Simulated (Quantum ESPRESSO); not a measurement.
Crystal: Mo.

```
Mo
1.0
    -1.53000    1.53000    1.53000
     1.53000   -1.53000    1.53000
     1.53000    1.53000   -1.53000
Mo
1
Direct
  0.00000 0.00000 0.00000
```

The cell was built by a generator and needn't be a form met in nature.

Base run:

* Program: Quantum ESPRESSO 7.5
* Functional: LDA
* Potentials or basis: GBRV 1.5 LDA
* Cutoff: 612 eV
* Density cutoff: 4898 eV
* k mesh: 18 × 18 × 18
* Occupations: methfessel-paxton, width 0.1 eV
* Spin: no spin polarisation

Its results: band gap on the k mesh none (metal or under the smearing width); pressure 15.7 GPa.

The run is repeated on the same cell with these changes: functional from LDA to PBE; potentials or basis from GBRV 1.5 LDA to GBRV 1.5 PBE. What comes out?

Band gap on the k mesh none (metal or under the smearing width); pressure 30.0 GPa.

Caveats: so large a pressure means that the cell lies far from this level's equilibrium, or that cutoff or potentials fall short (some runs); a pressure of tens of GPa on the cell as given is suspect, and the run, the potentials or the cell itself is likely at fault (some runs).
